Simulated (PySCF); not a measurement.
A run of PySCF 2.14.0:

File run.py:

```python
import json
import numpy as np
from pyscf.pbc import gto, scf, dft, df

cell = gto.Cell()
cell.a = '''
 12.0000000000    0.0000000000    0.0000000000
  0.0000000000   12.0000000000    0.0000000000
  0.0000000000    0.0000000000   12.0000000000'''
cell.atom = '''
F    5.5155240000    6.1503720000    7.2772200000
C    6.0780960000    6.0756000000    6.0704640000
Cl   7.3575240000    4.9437360000    6.0221520000
Br   4.6710840000    5.6039520000    4.8366120000
H    6.4460040000    7.0448280000    5.7565200000'''
cell.unit = 'A'
cell.basis = '6-31g*'
cell.exp_to_discard = 0
cell.precision = 1e-08
cell.max_memory = 2520  # MB
cell.verbose = 4
cell.build()

res = {}
kpts = cell.make_kpts([1, 1, 1])
mf = scf.KRHF(cell, kpts, exxdiv='ewald')
mf = mf.density_fit()
mf.with_df._cderi = 'cderi.h5'  # three-centre integrals saved by an earlier run on this cell, basis and mesh
mf.conv_tol = 1e-08
mf.max_cycle = 60

mf.kernel()
res.update(converged=bool(mf.converged), e_tot=mf.e_tot, nelec=cell.nelectron, nao=cell.nao, mesh=list(map(int, cell.mesh)), a=cell.lattice_vectors().tolist(), coords=cell.atom_coords().tolist(),
           mo_energy=[np.real(x).tolist() for x in mf.mo_energy], mo_occ=[np.real(x).tolist() for x in mf.mo_occ])
import h5py
print('fit functions by k pair:', sorted({v['0'].shape[0] for v in h5py.File(mf.with_df._cderi)['j3c'].values()}))
res.update(kpts=cell.get_scaled_kpts(kpts).tolist())
res['parts'] = {k: float(np.real(v)) for k, v in mf.scf_summary.items() if np.isscalar(v)}
json.dump(res, open('results.json', 'w'))
if not mf.converged:
    raise SystemExit('SCF not converged')

print('levels (eV)')
for i, kp in enumerate(res['kpts'][:40]):
    print('k %7.4f %7.4f %7.4f  ' % tuple(kp), ' '.join('%.3f' % (x * 27.211386) for x in res['mo_energy'][i][:39]))

# Mulliken populations
dm, s = np.asarray(mf.make_rdm1()), np.asarray(mf.get_ovlp())
sites = cell.aoslice_by_atom()[:, 2:]
tot = np.einsum('kij,kji->i', dm, s).real / len(kpts)
res['mulliken'] = [cell.atom_charge(i) - tot[a0:a1].sum() for i, (a0, a1) in enumerate(sites)]
print('Mulliken charges', np.round(res['mulliken'], 5))

from pyscf.pbc import mp
pt = mp.KMP2(mf, frozen=16)
pt.kernel(with_t2=False)
res.update(e_corr=pt.e_corr, e_ss=getattr(pt, 'e_corr_ss', None), e_os=getattr(pt, 'e_corr_os', None))
res['done'] = True
json.dump(res, open('results.json', 'w'))
```

Potentials or basis: 6-31g* (all-electron).

Run with:

```console
$ OMP_NUM_THREADS=2 python -u run.py > log
```

Hardware: 2 threads of Arm Neoverse V1, with other jobs on the host.

Q: How long does it take, and how much memory?

A: Wall time 10 s on 2 threads of Arm Neoverse V1, on a shared host, peak memory 1.9 GiB. Counts: scf iterations 10, basis 80, k points 1.
